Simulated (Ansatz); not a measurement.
# Ag: the cost of one run

Computed with Ansatz 0.2.0 (DFT PBEsol, scalar-relativistic, plane waves, PAW, unless a step's input says otherwise).

3 further runs of the same task are left out: 3 set aside as unsound or not needed.

## Step 1: Starting point

Symmetry: P6_3/mmc, No. 194, hexagonal system. Conventional cell: a = 2.871 Å, b = 2.871 Å, c = 9.338 Å, α = 90.00°, β = 90.00°, γ = 120.00°. Ag (site symmetry -6m2) has 12 Ag at 2.86 to 2.87 Å in its first shell of neighbours. Around Ag (site symmetry -3m) lie 12 Ag at 2.86 to 2.87 Å.

Coordinates:

```
CELL_PARAMETERS angstrom
2.87095 0.00000 0.00000
-1.43548 2.48632 0.00000
0.00000 0.00000 9.33806
ATOMIC_POSITIONS crystal
Ag 0.33333 0.66667 0.25000
Ag 0.66667 0.33333 0.75000
Ag 0.00000 0.00000 0.00000
Ag 0.00000 0.00000 0.50000
```

It is the result of an earlier relaxation at this level (volume 16.66 Å³/atom; gap on the mesh: none (metal)).

Bulk energy on matching settings, from an earlier run: -7522.2433 eV/atom.

## Step 2: Cutting the (001) slab

Planes are indexed in the bulk's conventional cell (P6_3/mmc (No. 194)), a = 2.871 Å, b = 2.871 Å, c = 9.338 Å, α = 90.00°, β = 90.00°, γ = 120.00°.

Cut from the relaxed bulk: a (001) slab, 21.0 Å thick as cut, with 15 Å of vacuum; its outer planes are Ag (top) and Ag (bottom).

The slab as cut. Its planes from the bottom up:

| plane | atoms per cell | height over the lowest (Å) |
| --- | --- | --- |
| 1 | Ag | 0.00 |
| 2 | Ag | 2.33 |
| 3 | Ag | 4.67 |
| 4 | Ag | 7.00 |
| 5 | Ag | 9.34 |
| 6 | Ag | 11.67 |
| 7 | Ag | 14.01 |
| 8 | Ag | 16.34 |
| 9 | Ag | 18.68 |
| 10 | Ag | 21.01 |

## Step 3: The slab as cut, atoms at the bulk's places

The cell repeats along c, and a dipole correction in the vacuum removes the field between the copies.

Input file input.yaml:

```yaml
crystal:
  lattice:
    - [2.870953172, 0.0, 0.0]
    - [-1.435476586, 2.4863183801, 0.0]
    - [0.0, 0.0, 36.0106324834]
  atoms:
    - { symbol: Ag, position: [0.3333333333, 0.6666666667, 0.2082718209] }
    - { symbol: Ag, position: [0.0, 0.0, 0.2731003052] }
    - { symbol: Ag, position: [0.6666666667, 0.3333333333, 0.3379287894] }
    - { symbol: Ag, position: [0.0, 0.0, 0.4027572736] }
    - { symbol: Ag, position: [0.3333333333, 0.6666666667, 0.4675857579] }
    - { symbol: Ag, position: [0.0, 0.0, 0.5324142421] }
    - { symbol: Ag, position: [0.6666666667, 0.3333333333, 0.5972427264] }
    - { symbol: Ag, position: [0.0, 0.0, 0.6620712106] }
    - { symbol: Ag, position: [0.3333333333, 0.6666666667, 0.7268996948] }
    - { symbol: Ag, position: [0.0, 0.0, 0.7917281791] }
basis:
  ecutwfc: 420
kpoints:
  mp_grid: { grid: [12, 12, 1] }
hamiltonian:
  xc: pbesol
scf:
  occupations: { method: gaussian, width: 0.1 }
output:
  forces: true
  stress: true
  eigenvalues: true
efield:
  axis: 3
  dipole_correction: true
  ramp_width: 0.04
```

Command:

```console
$ ansatz run input.yaml --threads 2 --pin off --max-ram 5120MiB --backend cpu --events-out ev --progress --plain --runs-dir out
```

**Question.** How long does this run take on 2 threads of Arm Neoverse V1, shared host, and how much memory does it need?

About 31 s, with a peak of 0.81 GiB.
